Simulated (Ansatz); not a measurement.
A nudged elastic band was laid between two geometries of a periodic cell of 63 atoms, Si (host Si, host structure diamond, one Si atom removed), cell charge +2.

All numbers below come from DFT PBE, scalar-relativistic, plane waves, PAW (Ansatz). Settings: PAW set soft_1, cutoff 420 eV, k mesh 1x1x1, gaussian smearing 0.02 eV, no spin polarisation.

```json
{
 "movable images": "7",
 "climbing image": "yes",
 "spring": "5.0 eV/Å²",
 "optimiser": "fire",
 "start path": "IDPP",
 "force threshold": "0.05 eV/Å",
 "iteration limit": "80",
 "end points": "relaxed"
}
```

Initial state:

```xyz
63
Lattice="10.8600 0.0000 0.0000 0.0000 10.8600 0.0000 0.0000 0.0000 10.8600" Properties=species:S:1:pos:R:3
Si 5.407 -0.015 -0.017
Si 6.804 1.351 1.349
Si 8.144 2.717 -0.002
Si 9.503 4.073 1.357
Si 8.144 0.001 2.715
Si 9.503 1.359 4.072
Si -0.001 0.001 -0.001
Si 1.355 1.359 1.358
Si 2.713 2.716 -0.001
Si 4.056 4.082 1.347
Si 5.452 5.448 -0.018
Si 6.785 6.790 1.363
Si 8.126 8.124 -0.018
Si 9.493 9.520 1.348
Si 2.714 0.001 2.715
Si 4.056 1.350 4.080
Si 5.428 2.716 2.714
Si 6.804 4.080 4.079
Si 8.144 5.431 2.713
Si 9.493 6.772 4.079
Si 5.451 -0.016 5.445
Si 6.784 1.365 6.788
Si 8.143 2.715 5.430
Si 9.494 4.081 6.769
Si 8.127 -0.015 8.122
Si 9.493 1.350 9.518
Si -0.001 5.432 -0.002
Si 1.364 6.772 1.349
Si 2.730 8.168 -0.017
Si 4.072 9.502 1.364
Si -0.002 2.716 2.714
Si 1.356 4.072 4.070
Si 2.714 5.431 2.714
Si 4.073 6.790 4.064
Si 5.429 8.146 2.714
Si 6.784 9.502 4.064
Si -0.001 0.000 5.430
Si 1.365 1.349 6.770
Si 2.714 2.716 5.429
Si 4.073 4.066 6.788
Si 5.407 5.446 5.444
Si 6.788 6.785 6.783
Si 8.127 8.168 5.445
Si 9.508 9.502 6.788
Si 2.731 -0.017 8.166
Si 4.072 1.366 9.502
Si 5.427 2.715 8.144
Si 6.785 4.066 9.498
Si 8.128 5.447 8.165
Si 9.508 6.790 9.499
Si -0.002 8.146 2.714
Si 1.365 9.519 4.081
Si 0.000 5.430 5.428
Si 1.348 6.789 6.787
Si 2.731 8.124 5.446
Si 4.073 9.503 6.787
Si -0.001 2.716 8.144
Si 1.365 4.082 9.518
Si 2.730 5.448 8.122
Si 4.070 6.788 9.503
Si 6.786 9.504 9.502
Si -0.002 8.146 8.143
Si 1.348 9.501 9.500
```

Final state:

Only the atoms that move by more than 0.05 Å are listed.
```
Si56 5.429 8.146 8.144
```

**Question.** What changes between the two ends?

**Answer.** Contacts lost: Si21–Si56, Si45–Si56, Si55–Si56. Contacts made: Si42–Si56, Si56–Si60, Si56–Si61. The atom that moves furthest is Si56, by 2.35 Å; four of its nearest neighbours are Si45 2.35, Si55 2.35, Si21 2.35, Si16 3.83 Å at the first end and Si60 2.35, Si61 2.35, Si42 2.35, Si13 3.83 Å at the last.

**Question.** What energy profile does the band end with?

**Answer.** The run converged. The highest image is number 4 of 0 to 8, 0.46 eV above the ends, which have the same energy within 2 meV. By the program's own check the climbing image is a first-order saddle point (lowest curvatures found: -1.57 and 1.39 eV/Å²). Limits of this set-up: coarse k mesh, no spin, though dangling bonds at a vacancy may carry it, charged cell in a uniform background, uncorrected.

```csv
image,path coordinate (Å),energy (eV),Si21–Si56 (Å),Si45–Si56 (Å),Si55–Si56 (Å)
0,0.00,0.00,2.35,2.35,2.35
1,0.34,0.05,2.38,2.38,2.38
2,0.67,0.20,2.44,2.45,2.44
3,1.01,0.37,2.56,2.57,2.56
4,1.35,0.46,2.75,2.76,2.75
5,1.69,0.37,3.02,3.04,3.01
6,2.02,0.20,3.30,3.32,3.29
7,2.36,0.05,3.58,3.60,3.57
8,2.70,0.00,3.84,3.84,3.84
```

**Question.** What is the geometry of the highest image?

**Answer.** 
```xyz
63
Lattice="10.8600 0.0000 0.0000 0.0000 10.8600 0.0000 0.0000 0.0000 10.8600" Properties=species:S:1:pos:R:3
Si 5.422 0.004 -0.006
Si 6.808 1.364 1.353
Si 8.130 2.748 -0.016
Si 9.502 4.073 1.357
Si 8.150 0.022 2.716
Si 9.534 1.343 4.086
Si 0.003 0.022 0.006
Si 1.372 1.343 1.390
Si 2.693 2.712 0.006
Si 4.073 4.091 1.338
Si 5.403 5.522 -0.091
Si 6.770 6.805 1.324
Si 8.054 8.171 -0.090
Si 9.484 9.502 1.338
Si 2.732 -0.017 2.750
Si 4.098 1.266 4.164
Si 5.428 2.696 2.734
Si 6.808 4.075 4.066
Si 8.130 5.444 2.683
Si 9.500 6.767 4.066
Si 5.444 -0.151 5.582
Si 6.791 1.353 6.794
Si 8.151 2.712 5.408
Si 9.482 4.093 6.788
Si 8.139 0.004 8.138
Si 9.499 1.364 9.524
Si -0.033 5.445 -0.015
Si 1.351 6.767 1.353
Si 2.711 8.153 -0.006
Si 4.073 9.502 1.361
Si -0.001 2.715 2.714
Si 1.371 4.041 4.086
Si 2.693 5.424 2.716
Si 4.078 6.783 4.077
Si 5.428 8.146 2.712
Si 6.791 9.497 4.077
Si 0.033 -0.017 5.446
Si 1.447 1.268 6.812
Si 2.732 2.682 5.446
Si 4.073 4.070 6.788
Si 5.423 5.435 5.425
Si 6.633 6.942 6.771
Si 8.140 8.152 5.425
Si 9.505 9.502 6.788
Si 2.864 -0.149 8.158
Si 4.079 1.352 9.505
Si 5.429 2.719 8.144
Si 6.769 4.108 9.484
Si 8.051 5.523 8.117
Si 9.467 6.805 9.484
Si 0.019 8.146 2.734
Si 1.449 9.476 4.165
Si 0.002 5.424 5.408
Si 1.362 6.783 6.794
Si 2.867 8.130 5.583
Si 4.751 8.823 7.464
Si 0.018 2.697 8.143
Si 1.351 4.075 9.524
Si 2.711 5.435 8.138
Si 4.058 6.939 9.351
Si 6.637 9.516 9.352
Si -0.004 8.146 8.144
Si 1.362 9.496 9.505
```

Run time: 14 min on 4 threads of Arm Neoverse V1, with other jobs on the host, peak memory 3.7 GiB.
